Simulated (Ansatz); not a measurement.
# Si4PI: the cost of one run

Computed with Ansatz 0.2.0 (DFT PBE, scalar-relativistic, plane waves, PAW, unless a step's input says otherwise).

## 1. The system as given

Symmetry: P4/mmm, No. 123, tetragonal system. The conventional cell has a = 4.732 Å, b = 4.732 Å, c = 6.753 Å, α = 90.00°, β = 90.00°, γ = 90.00°. Si (site symmetry 2mm) is surrounded by 2 P at 2.86 Å and 2 I at 2.96 Å and 5 Si at 3.20 to 3.35 Å. P (site symmetry 4/mmm) is surrounded by 8 Si at 2.86 Å. I (site symmetry 4/mmm) is surrounded by 8 Si at 2.96 Å.

As a file:

```
CELL_PARAMETERS angstrom
4.73186 0.00000 0.00000
0.00000 4.73186 0.00000
0.00000 0.00000 6.75260
ATOMIC_POSITIONS crystal
Si 0.50000 0.00000 0.76288
Si 0.00000 0.50000 0.23712
Si 0.50000 0.00000 0.23712
Si 0.00000 0.50000 0.76288
P 0.00000 0.00000 0.00000
I 0.50000 0.50000 0.50000
```

Recipe of the guess: species swapped into a database cell of Na4TeSe (P4/mmm, No. 123), with Si on the Na sites, I on the Te sites and P on the Se sites. Lengths come from tabulated atomic sizes and are only a guess.

## 2. Probe: one point on a coarse mesh

The input, input.yaml:

```yaml
crystal:
  lattice:
    - [4.73186126, 0.0, 0.0]
    - [0.0, 4.73186126, 0.0]
    - [0.0, 0.0, 6.75260424]
  atoms:
    - { symbol: Si, position: [0.5, 0.0, 0.76287591] }
    - { symbol: Si, position: [0.0, 0.5, 0.23712409] }
    - { symbol: Si, position: [0.5, 0.0, 0.23712409] }
    - { symbol: Si, position: [0.0, 0.5, 0.76287591] }
    - { symbol: P, position: [0.0, 0.0, 0.0] }
    - { symbol: I, position: [0.5, 0.5, 0.5] }
basis:
  ecutwfc: 420
kpoints:
  mp_grid: { grid: [4, 4, 4] }
hamiltonian:
  xc: pbe
scf:
  occupations: { method: gaussian, width: 0.1 }
  lower_state_search: "off"
output:
  forces: true
  stress: true
  eigenvalues: true
```

On the command line:

```console
> ansatz run input.yaml --threads 1 --pin off --max-ram 2560MiB --backend cpu --events-out ev --progress --plain --runs-dir out
```

**Question.** How long does this run take on 1 thread of Arm Neoverse N1, shared host, and how much memory does it need?

About 9.8 s, with a peak of 0.38 GiB.
